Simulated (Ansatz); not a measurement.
# AlBH6Sn: the cost of one run

Computed with Ansatz 0.2.0. Level: RKS B3LYP-D4/def2-SVP.

## 1. Starting geometry

SMILES `[BH2][SnH2][AlH2]`, 9 atoms, charge 0, spin multiplicity 1.

Atoms are counted from 1 here; the program's logs count them from 0.

Bond lengths: B1–Sn2 2.446 Å, B1–Al3 2.204 Å, B1–H4 1.222 Å, B1–H5 1.222 Å, B1–H9 1.285 Å, Sn2–Al3 2.567 Å, Sn2–H6 2.027 Å, Sn2–H7 2.028 Å, Al3–H6 1.787 Å, Al3–H7 1.786 Å, Al3–H8 1.585 Å, Al3–H9 1.879 Å. Angles: Sn2–B1–Al3 66.8°, Sn2–B1–H4 103.6°, Sn2–B1–H5 103.4°, Sn2–B1–H9 125.1°, Al3–B1–H4 121.2°, Al3–B1–H5 121.5°, Al3–B1–H9 58.3°, H4–B1–H5 117.1°, H4–B1–H9 104.4°, H5–B1–H9 104.3°, B1–Sn2–Al3 52.1°, B1–Sn2–H6 82.5°, B1–Sn2–H7 82.4°, Al3–Sn2–H6 43.8°, Al3–Sn2–H7 43.8°, H6–Sn2–H7 69.3°, B1–Al3–Sn2 61.1°, B1–Al3–H6 95.5° and more.

As a file:

```xyz
9
AlBH6Sn
B     0.3110    1.1515   -0.2773
Sn   -1.3674   -0.2432   -1.3825
Al    0.1309   -0.8577    0.6096
H    -0.3367    2.0945    0.1533
H     1.1139    1.3870   -1.1685
H    -1.6512   -0.9312    0.5033
H    -0.0402   -1.7144   -0.9483
H     0.8009   -1.6702    1.7946
H     1.0389    0.7837    0.7158
```

## 2. Relaxation

Input file input.yaml:

```yaml
crystal:
  periodic: [false, false, false]
  atoms:
    - { symbol: B, position_ang: [0.311004, 1.15149, -0.277311] }
    - { symbol: Sn, position_ang: [-1.367447, -0.243222, -1.382532] }
    - { symbol: Al, position_ang: [0.130919, -0.85771, 0.609568] }
    - { symbol: H, position_ang: [-0.33673, 2.09451, 0.153324] }
    - { symbol: H, position_ang: [1.113945, 1.386982, -1.168474] }
    - { symbol: H, position_ang: [-1.651238, -0.931176, 0.503266] }
    - { symbol: H, position_ang: [-0.040236, -1.714356, -0.948271] }
    - { symbol: H, position_ang: [0.800863, -1.670185, 1.794634] }
    - { symbol: H, position_ang: [1.038907, 0.783658, 0.715806] }
basis:
  gaussian: { orbitals: def2-SVP }
hamiltonian:
  xc: { name: B3LYP }
  dispersion: d4
output:
  forces: true
relax:
  f_tol: 0.003
  max_steps: 120
```

The run is started by

```sh
$ ansatz run input.yaml --threads 1 --pin off --max-ram 2560MiB --backend cpu --events-out ev --progress --plain --runs-dir out
```

What time and memory should one allow on 1 thread of Intel Xeon Platinum 8124M at 3.00GHz (Skylake/Cascade Lake), shared host?

About 33 s, with a peak of 0.2 GiB.
